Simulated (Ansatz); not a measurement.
# FeSi (zincblende type): how the settings move a single-point run

How sensitive is a single-point run of FeSi (zincblende type) to its settings? A reference run comes first, then one run with altered input.

Computed with Ansatz 0.2.0 (reference: DFT, r2SCAN, PAW with Ansatz's default frozen-core files, scalar-relativistic, unless a step's input says otherwise).

**1. Starting point**

It takes space group F-43m (No. 216, cubic). Conventional cell: a = 3.929 Å, b = 3.929 Å, c = 3.929 Å, α = 90.00°, β = 90.00°, γ = 90.00°. Fe (site symmetry -43m) is surrounded by 4 Si at 1.70 Å. Si (site symmetry -43m) is surrounded by 4 Fe at 1.70 Å.

Coordinates:

```cif
data_structure
_symmetry_space_group_name_H-M 'F-43m'
_symmetry_Int_Tables_number 216
_cell_length_a 3.9289
_cell_length_b 3.9289
_cell_length_c 3.9289
_cell_angle_alpha 90.000
_cell_angle_beta 90.000
_cell_angle_gamma 90.000
_cell_volume 60.65
loop_
_atom_site_label
_atom_site_type_symbol
_atom_site_symmetry_multiplicity
_atom_site_Wyckoff_symbol
_atom_site_fract_x
_atom_site_fract_y
_atom_site_fract_z
_atom_site_occupancy
Fe1 Fe 4 a 0.00000 0.00000 0.00000 1
Si1 Si 4 d 0.25000 0.25000 0.75000 1
```

**2. The reference run**

Input file input.yaml:

```yaml
crystal:
  lattice:
    - [0.0, 1.9644497236, 1.9644497236]
    - [1.9644497236, 0.0, 1.9644497236]
    - [1.9644497236, 1.9644497236, 0.0]
  atoms:
    - { symbol: Fe, position: [0.0, 0.0, 0.0], spin: 2.5 }
    - { symbol: Si, position: [0.25, 0.25, 0.25] }
magnetization:
  spin_polarized: true
kpoints:
  mp_grid: { grid: [12, 12, 12] }
  band_path:
    path:
      - [0.0, 0.0, 0.0]
      - [-0.5, -0.5, 0.0]
      - [-0.375, -0.375, 0.25]
      - [-0.375, 0.0, 0.375]
      - [0.0, 0.0, 0.0]
      - [0.0, 0.0, 0.5]
      - [-0.5, -0.25, 0.25]
      - [-0.5, -0.5, 0.0]
    npoints: 8
scf:
  occupations: { method: fermi_dirac, width: 0.05 }
hamiltonian:
  xc: r2scan
  pseudopotentials: { kind: paw }
output:
  forces: true
  stress: true
  eigenvalues: true
  populations: true
  dos: { projected: true, de: 0.2, e_range: [-14, 8] }
```

The run is started by

```sh
$ ansatz run input.yaml --threads 1 --pin off --max-ram 3072MiB --backend cpu --events-out ev --progress --plain --runs-dir out
```

**3. Changed: dr2_threshold 1.0e-09, hubbard.sites [{species: Fe, l: d, u_eff: 1.0}], hubbard.double_counting fll**

input.yaml: that of step 2 with these lines changed.

```diff
@@ -25,2 +25,3 @@
   occupations: { method: fermi_dirac, width: 0.05 }
+  convergence: { dr2_threshold: 1.0e-09 }
 hamiltonian:
@@ -28,2 +29,3 @@
   pseudopotentials: { kind: paw }
+  hubbard: { sites: [{ species: Fe, l: d, u_eff: 1.0 }], double_counting: fll }
 output:
@@ -33,2 +35 @@
   populations: true
-  dos: { projected: true, de: 0.2, e_range: [-14, 8] }
```

**Question.** What will these runs give? Wanted: for each run, ending; energy change; pressure; gap; force.

**Answer**, as computed:

| run | ending | energy change | pressure (GPa) | gap (eV) | force (eV/Å) | cycles | time |
| --- | --- | --- | --- | --- | --- | --- | --- |
| reference | converged | 0 | 369.1 | 0.66 | 0.00 | 18 | 20 s |
| 1: dr2_threshold 1.0e-09, hubbard.sites [{species: Fe, l: d, u_eff: 1.0}], hubbard.double_counting fll | converged | +394.7 meV/atom (U changed: no physical gain or loss) | 364.4 | 0.60 | 0.00 | 18 | 78 s |

Times don't compare one to one where runs were asked for different outputs or read a saved state (see the inputs); cycles may leave out searches for a lower state.

Residual by cycle in the longest SCF loop of each run; runs are numbered as in the table. The quantity is the density residual dr2, in eV.

| cycle | reference | run 1 |
| --- | --- | --- |
| 1 | 2.15 | 5.59 |
| 3 | 0.412 | 0.229 |
| 4 | 0.299 | 0.00247 |
| 6 | 3.05 | 0.00569 |
| 7 | 0.123 | 4.0e-4 |
| 9 | 0.00455 | 7.9e-6 |
| 10 | 4.3e-5 | 3.4e-4 |
| 12 | 1.1e-7 | 5.7e-7 |
| 13 | 3.9e-8 | 5.5e-7 |
| 15 | 1.5e-9 | 3.6e-8 |
| 16 | 3.3e-10 | 2.1e-10 |
| 18 | 4.3e-11 | 5.2e-12 |

**Reading.** Changing the convergence setting and Hubbard U moves the energy by +394.7 meV/atom, and the pressure goes from 369.1 to 364.4 GPa and the gap on the mesh goes from 0.66 to 0.60 eV. The U term adds an energy of its own, so the shift says nothing about which run is better. A changed U is a change of model: its shifts are not errors of convergence. The structure is not at rest: the sound run finds 369 GPa, so these are no properties of the relaxed crystal. 
